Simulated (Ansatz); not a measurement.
# Ca: strong compression

One table from this session's results is given with a row withheld; the runs are named, their logs left out.

Program: Ansatz 0.2.0. Level of theory: DFT, PBEsol, PAW with Ansatz's default frozen-core files, scalar-relativistic. These are calculated values, not measurements.

## Starting point

The structure is cubic, space group Fm-3m (No. 225). The conventional cell has a = 5.456 Å, b = 5.456 Å, c = 5.456 Å, α = 90.00°, β = 90.00°, γ = 90.00°. Around Ca (site symmetry m-3m) lie 12 Ca at 3.86 Å.

As a file:

```
Ca
1.0
     0.00000    2.72799    2.72799
     2.72799    0.00000    2.72799
     2.72799    2.72799    0.00000
Ca
1
Cartesian
  0.0000 0.0000 0.0000
```

Whether this phase is the stable one at these pressures isn't tested.

The first run:

Contents of input.yaml:

```yaml
crystal:
  lattice:
    - [0.0, 2.7279895927, 2.7279895927]
    - [2.7279895927, 0.0, 2.7279895927]
    - [2.7279895927, 2.7279895927, 0.0]
  atoms:
    - { symbol: Ca, position: [0.0, 0.0, 0.0] }
kpoints:
  mp_grid: { grid: [13, 13, 13] }
scf:
  occupations: { method: fermi_dirac, width: 0.05 }
hamiltonian:
  xc: pbesol
  pseudopotentials: { kind: paw }
output:
  forces: true
  stress: true
  write_density: true
  write_potential: true
  elf: true
  volumetric_format: npy
relax:
  f_tol: 0.005
  max_steps: 40
  cell: {}
```

Started as:

```sh
$ ansatz run input.yaml --threads 1 --pin off --max-ram 2048MiB --backend cpu --events-out ev --progress --plain --runs-dir out
```

Among the steps run: Cell relaxed at zero pressure, PAW; Volume scaled by 1, PAW; Volume scaled by 0.95, PAW; Volume scaled by 0.85, PAW; Volume scaled by 0.75, PAW; Volume scaled by 0.65, PAW; Volume scaled by 0.55, PAW; Volume scaled by 0.45, PAW; Volume scaled by 0.4, PAW; Volume scaled by 0.4, PAW (cutoff 250 eV).

One table of the session follows, with a row left open; its other results are not shown here.

| method | volume over the first | volume (Å³/atom) | pressure (GPa) |
| --- | --- | --- | --- |
| PAW | 1 | 40.603 | -0.01 |
| PAW | 0.95 | 38.573 | 0.99 |
| PAW | 0.85 | 34.513 | 3.70 |
| PAW | 0.75 | 30.452 | 7.97 |
| PAW | 0.65 | ? | ? |
| PAW | 0.55 | 22.332 | 26.08 |
| PAW | 0.45 | 18.271 | 43.41 |
| PAW | 0.4 | 16.241 | 56.27 |
| PAW (cutoff 250 eV) | 0.4 | 16.241 | 56.73 |

Q: Estimate the row for PAW, 0.65 from the others.

The run gave: volume (Å³/atom): 26.392; pressure (GPa): 15.00. In the column «volume (Å³/atom)» it lies between PAW, 0.55 (22.332) and PAW, 0.75 (30.452).

Caveats from the session: Warnings in the runs' records: cutoff below recommended.
